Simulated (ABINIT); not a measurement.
GaGe in ABINIT: the effect of functional

The system is GaGe.

```
CELL_PARAMETERS angstrom
0.00000 2.89784 2.89784
2.89784 0.00000 2.89784
2.89784 2.89784 0.00000
ATOMIC_POSITIONS crystal
Ge 0.00000 0.00000 0.00000
Ga 0.25000 0.25000 0.25000
```

The cell comes from a database or a generator and needn't be the stable form of this composition.

Alike in all runs:

* Program: ABINIT 10.8.3 (patched build)
* Task: single point
* Potentials or basis: JTH PAW PBE v2.0
* Cutoff: 707 eV
* k mesh: 8 × 8 × 8
* Occupations: fermi-dirac, width 0.05 eV
* Spin: no spin polarisation

Q: One run gave: pressure 0.1 GPa. Which functional did it use?
A. PW91
B. PBEsol
C. WC
D. RPBE
E. revPBE

A: A.

| functional | pressure (GPa) |
| --- | --- |
| LDA | -4.1 |
| PBEsol | -2.4 |
| RPBE | 1.9 |
| BLYP | 3.3 |
| AM05 | -2.1 |
| r2SCAN | -2.2 |
| SCAN | -2.7 |
| revPBE | 1.4 |
| PW91 | 0.1 |
| WC | -2.4 |

Caveats: the PAW data sets were made with another functional, which shifts forces and pressure a little.

Runs at the PBE level aren't shown here.
